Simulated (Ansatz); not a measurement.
# BrH4InOSSi: one species, many methods

The task here is to estimate one member of a computed series from the others.

Computed with Ansatz 0.2.0, Gaussian basis. Level: functionals in def2-TZVPP, the program's frozen cores in correlated methods.

The runs, in order: PBE-D4, r2SCAN-D4, PBE0-D4, B3LYP-D4, ωB97X-V, ωB97M-V, B2PLYP; CCSD(T)/def2-TZVPP; MP2/def2-QZVPP; extrapolation to the limit.

## The geometry

An earlier PBE0-D4 in a triple-zeta def2 set relaxation fixed the geometry. In takes the def2 core potential; no spin-orbit term is included.

SMILES `[SiH3][O][In]([SH])[Br]`, 9 atoms, charge 0, spin multiplicity 1.

Atoms are counted from 1 here; the program's logs count them from 0.

Bond lengths: Si1–O2 1.635 Å, Si1–H6 1.486 Å, Si1–H7 1.490 Å, Si1–H8 1.490 Å, O2–In3 1.966 Å, In3–S4 2.351 Å, In3–Br5 2.445 Å, S4–H9 1.346 Å. Angles: O2–Si1–H6 108.4°, O2–Si1–H7 111.2°, O2–Si1–H8 111.5°, H6–Si1–H7 108.8°, H6–Si1–H8 108.9°, H7–Si1–H8 108.0°, Si1–O2–In3 135.5°, O2–In3–S4 117.8°, O2–In3–Br5 116.7°, S4–In3–Br5 125.5°, In3–S4–H9 91.5°.

Set-up of the first run:

File in.yaml:

```yaml
crystal:
  periodic: [false, false, false]
  atoms:
    - {symbol: Si, position_ang: [0.793025, -1.432327, 0.798790]}
    - {symbol: O, position_ang: [-0.270481, -0.504476, -0.026820]}
    - {symbol: In, position_ang: [-0.370395, 1.388496, -0.548344]}
    - {symbol: S, position_ang: [-2.244574, 2.089099, -1.782405]}
    - {symbol: Br, position_ang: [1.483780, 2.819031, 0.152516]}
    - {symbol: H, position_ang: [0.170044, -2.760481, 1.038692]}
    - {symbol: H, position_ang: [2.053497, -1.624266, 0.028035]}
    - {symbol: H, position_ang: [1.145512, -0.821418, 2.111514]}
    - {symbol: H, position_ang: [-2.760399, 0.846342, -1.771978]}
basis:
  gaussian: {orbitals: def2-TZVPP}
hamiltonian: {xc: pbe, dispersion: d4}
output: {forces: true, orbitals: {seedname: orbitals}}
```

Started as:

```
$ ansatz run in.yaml --threads 2 --pin off --events-out ev --progress --plain --max-ram 22528MiB --backend cpu
```

Steps of the session up to this table: PBE-D4 (GGA); r2SCAN-D4 (meta-GGA); PBE0-D4 (hybrid); B3LYP-D4 (hybrid); ωB97X-V (range-separated); ωB97M-V (range-separated); B2PLYP (double hybrid); CCSD(T) in def2-TZVPP; MP2 in def2-QZVPP.

One of the session's tables, all rows but one given; the rest of the session is left out.

| method | atomisation energy (eV) |
| --- | --- |
| PBE-D4 | 27.648 |
| r2SCAN-D4 | 27.829 |
| PBE0-D4 | 27.298 |
| B3LYP-D4 | 27.311 |
| ωB97X-V | 27.987 |
| ωB97M-V | ? |
| B2PLYP | 27.152 |
| HF/def2-TZVPP | 19.888 |
| MP2/def2-TZVPP | 27.492 |
| CCSD/def2-TZVPP | 26.545 |
| CCSD(T)/def2-TZVPP | 27.043 |
| MP2/CBS | 28.522 |
| CCSD(T)/CBS | 28.074 |

Estimate the missing values for ωB97M-V.

As computed: atomisation energy (eV): 27.770. In the column «atomisation energy (eV)» it lies between PBE-D4 (27.648) and r2SCAN-D4 (27.829).

Limits of these values: Free atoms (1 Si, 1 O, 1 In, 1 S, 1 Br, 4 H) were run apart at each level; the atomisation energy is their sum less the molecule, without zero-point or spin-orbit terms.
